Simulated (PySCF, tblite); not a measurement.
# C₅H₉GeNS: geometry, infrared bands and NMR shifts

What infrared bands and NMR shifts should C₅H₉GeNS (`Cc1sccc1[NH][GeH3]`) show?

The runs use tblite 0.8.0 and PySCF 2.14.0, with density-fitted response routines of our own; the level of theory stands in each step. All values are computed, except where a source is named. Atoms count from 0, in the outputs and in this text.

## (1) The molecule as given

17 atoms, charge 0, multiplicity 1; geometry from: force field or distance geometry start.

Bonds of the start (Å): C0–C1 1.49, C1–S2 1.67, S2–C3 1.68, C3–C4 1.39, C4–C5 1.41, C5–N6 1.44, N6–Ge7 1.88, C5–C1 1.39, C0–H8 1.11, C0–H9 1.12, C0–H10 1.11, C3–H11 1.07, C4–H12 1.08, N6–H13 1.05, Ge7–H14 1.54, Ge7–H15 1.55, Ge7–H16 1.55.

## (2) Optimising the geometry with GFN2-xTB

Job settings and geometry (Å):

```
{"job": {"kind": "relax", "xc": "GFN2-xTB", "basis": "xTB"}, "charge": 0, "multiplicity": 1}
C     -2.223100    -1.204200    -0.457200
C     -1.513400     0.034000    -0.024500
S     -2.241700     1.453200     0.476100
C     -0.837100     2.314500     0.783400
C      0.243600     1.477200     0.526600
C     -0.131800     0.198900     0.063500
N      0.809400    -0.830700    -0.284400
Ge     2.669200    -0.609400    -0.170800
H     -1.965500    -2.051500     0.212900
H     -3.333300    -1.039700    -0.412000
H     -1.947000    -1.451900    -1.500700
H     -0.779300     3.322900     1.150900
H      1.262200     1.806300     0.659100
H      0.465500    -1.762000    -0.613000
H      3.360600    -1.913800    -0.619700
H      3.056800    -0.284700     1.299100
H      3.097600     0.552800    -1.099300
```

Command:

```
OMP_NUM_THREADS=1 python probes_run.py task.json out
```

The driver reads the jobs from task.json and runs them one after another.

**Question.** This job is followed by: GFN2-xTB harmonic vibrations, gas phase; GIAO PBE0/pcSseg-1 NMR shielding, non-relativistic, gas phase. What will the session give for the following? strongest single infrared mode (GFN2-xTB); zero-point energy (GFN2-xTB); 13C shifts against TMS (PBE0/pcSseg-1); 1H shifts against TMS (PBE0/pcSseg-1, means over atoms taken as alike); 33S shifts against CS2 (PBE0/pcSseg-1); 15N shifts against NH3 (PBE0/pcSseg-1); 73Ge shifts against GeMe4 (PBE0/pcSseg-1).

The runs gave:

| quantity | value |
| --- | --- |
| strongest single infrared mode (GFN2-xTB) | 2005 cm⁻¹, 499 km/mol |
| zero-point energy (GFN2-xTB) | 75.1 kcal/mol |
| 13C shifts against TMS (PBE0/pcSseg-1) | 147.6, 128.9, 121.4, 114.3, 12.7 ppm |
| 1H shifts against TMS (PBE0/pcSseg-1, means over atoms taken as alike) | 6.80, 6.61, 4.67, 2.46, 2.27 ppm |
| 33S shifts against CS2 (PBE0/pcSseg-1) | 210 ppm |
| 15N shifts against NH3 (PBE0/pcSseg-1) | 45.8 ppm |
| 73Ge shifts against GeMe4 (PBE0/pcSseg-1) | -164 ppm |

**Reading.** Over 39 steps the energy fell by 0.440 eV; of the close pairs, N6–Ge7 changed most, 1.876 to 1.807 Å. All 45 modes are real, so the xTB geometry is a minimum. The strongest single mode, at 2005 cm⁻¹, moves mainly H15 and H16. GFN2-xTB is a fitted tight-binding method: band positions and strengths are rough. Its intensities can rank the bands wrongly. At PBE0/pcSseg-1: The widest tensor belongs to Ge7: span 280 ppm, with a paramagnetic part of -1261 ppm. NICS(1)zz of -23 ppm above the planar ring from C1 marks a diatropic (aromatic) ring current. Spin-orbit coupling is left out, which matters for shieldings and couplings at and beside the heavy atoms.
